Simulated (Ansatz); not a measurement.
# SnClF (SMILES [F][Sn][Cl]) at 6 levels

We compute a comparison of 6 runs (CAM-B3LYP/STO-3G, UB3LYP/STO-3G, revPBE/STO-3G, wB97M-V/STO-3G, RPA@PBE/STO-3G, CCSDT/STO-3G) of SnClF. 

Program for the calculation: Ansatz 0.2.0.

59 further runs of the same task are left out: 12 that didn't finish, 47 set aside as unsound or not needed.

## (1) Starting point

SnClF has 3 atoms, charge 0, and is taken as a singlet. As SMILES, `[F][Sn][Cl]`. The Sn2–F1 distance was set to 2.903 Å, away from the relaxed value. At this shape a bond of the SMILES string is far longer than usual.

Bond lengths: Sn2–Cl3 2.360 Å.

## (2) A single-point energy at CAM-B3LYP/STO-3G (run 1)

molecule.yaml

```yaml
crystal:
  periodic: [false, false, false]
  atoms:
    - {symbol: F, position_ang: [-2.166581, -0.114413, -1.211969]}
    - {symbol: Sn, position_ang: [0.164300, 0.898100, 0.190700]}
    - {symbol: Cl, position_ang: [1.214300, -1.186000, 0.540500]}
basis:
  gaussian: {orbitals: STO-3G}
accuracy: high
hamiltonian: {xc: {name: CAM-B3LYP}}
```

Command:

```bash
$ ansatz run molecule.yaml --threads 1 --pin off --max-ram 2610MiB --events-out events.jsonl --progress --plain --runs-dir runs
```

Standard output:

```text
Warning: RAYON_NUM_THREADS=1 ignored (pool sized by the plan → 1); use --threads N
Functional definition: CAM-B3LYP
  name "CAM-B3LYP"
  parameter alpha = 0.19
  parameter beta = 0.46
  parameter omega = 0.33/bohr
  parameter ac = 0.81
  exchange = (1 - alpha - beta)*b88_x + beta*b88_x_sr(omega) + alpha*exact_x + beta*exact_x_lr(omega)
  correlation = (1 - ac)*vwn5_c + ac*lyp_c
724 factors; integrals over basis functions are off by at most 2.0e-8 eV
171 factors; integrals over basis functions are off by at most 9.9e-10 eV
mean field evaluation 1: about -177380.7537 eV, gradient 2.0e1 eV
mean field evaluation 2: about -177085.1546 eV, gradient 8.4e1 eV
mean field evaluation 4: about -177383.1747 eV, gradient 1.8e1 eV
mean field evaluation 8: about -177383.1738 eV, gradient 1.8e1 eV
mean field evaluation 16: about -177388.8006 eV, gradient 1.9e-7 eV
mean field -177388.80061041 eV, -6518.9181839850 hartree, gradient 2.1e-8 eV, S^2 0.000000; 0 other end points of the search recorded, 0 dependent functions left out
reference -177388.80062312 eV, -6518.9181844521 hartree; 38, 38 occupied and 3, 3 virtual orbitals, 724 factors
Total energy: -177388.80062312 eV, -6518.9181844521 hartree
```

Run time: 3.3 s. Hardware: 1 thread of Arm Neoverse V1, shared host; peak memory 0.14 GiB.

## (3) A single-point energy at UB3LYP/STO-3G (run 2)

Edit molecule.yaml of step 2 so:

```diff
@@ -8,3 +8,4 @@
   gaussian: {orbitals: STO-3G}
+magnetization: {spin_polarized: true, initial_magnetization: 0}
+hamiltonian: {xc: {name: B3LYP}}
 accuracy: high
-hamiltonian: {xc: {name: CAM-B3LYP}}
```

Command:

```bash
$ ansatz run molecule.yaml --threads 1 --pin off --max-ram 2610MiB --events-out events.jsonl --progress --plain --runs-dir runs
```

Standard output:

```text
Warning: RAYON_NUM_THREADS=1 ignored (pool sized by the plan → 1); use --threads N
Functional definition: B3LYP
  name "B3LYP"
  parameter a0 = 0.2
  parameter ax = 0.72
[... 1 set-up line as earlier in the session ...]
  exchange = (1 - a0 - ax)*slater_x + ax*b88_x + a0*exact_x
  correlation = (1 - ac)*vwn_rpa_c + ac*lyp_c
724 factors; integrals over basis functions are off by at most 2.0e-8 eV
mean field evaluation 1: about -177377.1478 eV, gradient 1.5e1 eV
mean field evaluation 2: about -177075.9181 eV, gradient 4.2e1 eV
mean field evaluation 4: about -177377.2403 eV, gradient 1.1e1 eV
mean field evaluation 8: about -177377.3663 eV, gradient 1.1e1 eV
mean field evaluation 16: about -177385.1380 eV, gradient 6.3e-3 eV
mean field evaluation 32: about -177385.1385 eV, gradient 1.7e-1 eV
mean field evaluation 64: about -177385.3960 eV, gradient 1.9e-1 eV
mean field -177385.39787042 eV, -6518.7931355967 hartree, gradient 3.3e-8 eV, S^2 0.556180; 9 other end points of the search recorded, 0 dependent functions left out
reference -177385.39789665 eV, -6518.7931365608 hartree; 38, 38 occupied and 3, 3 virtual orbitals, 724 factors
Total energy: -177385.39789665 eV, -6518.7931365608 hartree
```

Run time: 15 s. Hardware: 1 thread of Arm Neoverse V1, shared host; peak memory 0.22 GiB.

Runs 3 to 5 aren't shown in full; the table further down has their settings and results.

## (4) The energy at CCSDT/STO-3G (run 6)

Edit molecule.yaml of step 3 so:

```diff
@@ -7,5 +7,9 @@
 basis:
-  gaussian: {orbitals: STO-3G}
-magnetization: {spin_polarized: true, initial_magnetization: 0}
-hamiltonian: {xc: {name: B3LYP}}
+  gaussian:
+    orbitals: STO-3G
+correlation:
+  method: ccsdt
+  frozen_orbitals: {Cl: 5, F: 1, Sn: 18}
 accuracy: high
+scf:
+  omitted_lower_state_checks: [cluster_reference, increment]
```

Command:

```bash
$ ansatz run molecule.yaml --threads 1 --pin off --max-ram 2610MiB --events-out events.jsonl --progress --plain --runs-dir runs
```

Standard output:

```text
Warning: RAYON_NUM_THREADS=1 ignored (pool sized by the plan → 1); use --threads N
[... 14 lines left out ...]
24 core orbitals not correlated: weight in the atoms' cores, before any rotation towards them, 1.000 or more for the frozen orbitals, at most 0.000 for the correlated occupied ones
[... 65 lines left out ...]
WARN: these amplitudes may be one of several solutions (largest doubles amplitude 0.57, level shift 7.57 eV)
Total energy: -177307.55996405 eV, -6515.9326452983 hartree
Checks for a lower state left out: cluster_reference, increment
```

Run time: 2.9 s. Hardware: 1 thread of Arm Neoverse V1, shared host; peak memory 0.12 GiB.

## (5) The series

| run | level | frozen core orbitals | energy (Eh) | wall time |
| --- | --- | --- | --- | --- |
| 1 | CAM-B3LYP/STO-3G | – | -6518.918184 | 3.3 s |
| 2 | UB3LYP/STO-3G | – | -6518.793137 | 15 s |
| 3 | revPBE/STO-3G | – | -6518.370000 | 4.8 s |
| 4 | wB97M-V/STO-3G | – | -6518.951222 | 28 s |
| 5 | RPA@PBE/STO-3G | 24 | -6515.975265 | 7.8 s |
| 6 | CCSDT/STO-3G | 24 | -6515.932645 | 2.9 s |

## (6) Results

| quantity | value |
| --- | --- |
| run 6: total energy | -6515.93265 Eh |
| run 6: correlation energy (24 core orbitals frozen) | -160.8 mEh |
| run 6: T1 diagnostic | 0.040 |

**Reading.** Totals of different functionals can't be ranked against each other. In runs 5, 6 the log says that unrestricted orbitals would lower the reference, so the values rest on an unstable closed-shell determinant (other closed-shell runs at this shape may share the fault). In runs 1, 2, 3, 4, 5, 6 the basis is minimal, so the values are rough. In runs 1, 2, 3, 4, 5, 6 relativity is left out where basis or elements ask for it. Spin contamination of the reference: run 2 ⟨S²⟩ = 0.56. All runs together took 61 s, the longest 28 s.
